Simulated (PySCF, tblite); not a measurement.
**C₄H₇N₃OSi: geometry, infrared bands and NMR shifts**

Aim: predict the infrared bands and NMR shifts of C₄H₇N₃OSi (`Cc1ncnnc1O[SiH3]`).

The runs use tblite 0.8.0 and PySCF 2.14.0, with density-fitted response routines of our own; the level of theory stands in each step. All values are computed, except where a source is named. Atoms count from 0, in the outputs and in this text.

## (1) Starting geometry

16 atoms, charge 0, multiplicity 1; geometry from: force field or distance geometry start.

Bonds of the start (Å): C0–C1 1.50, C1–N2 1.37, N2–C3 1.35, C3–N4 1.34, N4–N5 1.36, N5–C6 1.35, C6–O7 1.37, O7–Si8 1.66, C6–C1 1.38, C0–H9 1.10, C0–H10 1.10, C0–H11 1.09, C3–H12 1.07, Si8–H13 1.48, Si8–H14 1.47, Si8–H15 1.48.

## (2) Relaxing the molecule with GFN2-xTB

What the job is given:

```
{"job": {"kind": "relax", "xc": "GFN2-xTB", "basis": "xTB"}, "charge": 0, "multiplicity": 1}
C      0.573500     0.702200     2.003700
C      0.937200     0.283900     0.609500
N      2.270600     0.278700     0.311800
C      2.550500    -0.099200    -0.952800
N      1.650900    -0.486600    -1.867900
N      0.330300    -0.482400    -1.549300
C     -0.019900    -0.097700    -0.306400
O     -1.340000    -0.086000     0.053700
Si    -2.668800    -0.497800    -0.854800
H     -0.090600     1.582800     1.973300
H      0.045500    -0.109000     2.523700
H      1.450800     0.964400     2.588100
H      3.588800    -0.118300    -1.226300
H     -3.885500    -0.318100    -0.025100
H     -2.608400    -1.908800    -1.270300
H     -2.792700     0.400700    -2.022500
```

Run with:

```sh
OMP_NUM_THREADS=1 python probes_run.py task.json out
```

The driver reads the jobs from task.json and runs them one after another.

**Question.** This job is followed by: GFN2-xTB harmonic vibrations, gas phase; GIAO PBE0/pcSseg-1 NMR shielding, non-relativistic, gas phase. Predict these results of the whole session: strongest single infrared mode (GFN2-xTB); zero-point energy (GFN2-xTB); ¹³C shifts against TMS (PBE0/pcSseg-1); ¹H shifts against TMS (PBE0/pcSseg-1, means over atoms taken as alike); ¹⁵N shifts against NH3 (PBE0/pcSseg-1); ¹⁷O shifts against H2O (PBE0/pcSseg-1); ²⁹Si shifts against TMS (PBE0/pcSseg-1).

As calculated:

```
                                                              quantity                          value
                             strongest single infrared mode (GFN2-xTB)           803 cm⁻¹, 401 km/mol
                                          zero-point energy (GFN2-xTB)                  67.6 kcal/mol
                                ¹³C shifts against TMS (PBE0/pcSseg-1)  169.1, 158.6, 156.3, 22.8 ppm
¹H shifts against TMS (PBE0/pcSseg-1, means over atoms taken as alike)           9.53, 5.20, 2.71 ppm
                                ¹⁵N shifts against NH3 (PBE0/pcSseg-1)        414.5, 405.1, 344.5 ppm
                                ¹⁷O shifts against H2O (PBE0/pcSseg-1)                      116.4 ppm
                               ²⁹Si shifts against TMS (PBE0/pcSseg-1)                      -37.5 ppm
```

What this shows: Relaxing lowered the energy by 0.405 eV in 52 steps; the close pair that moved most is C1–N2, from 1.366 to 1.315 Å. All 42 modes are real, so the xTB geometry is a minimum. The strongest single mode, at 803 cm⁻¹, has its largest shares on H13, H14 and H15 (the list is cut at 3 atoms). GFN2-xTB is a fitted tight-binding method: band positions and strengths are rough. Its intensities can rank the bands wrongly. NICS(1)zz of -25 ppm above the planar ring from C1 marks a diatropic (aromatic) ring current.
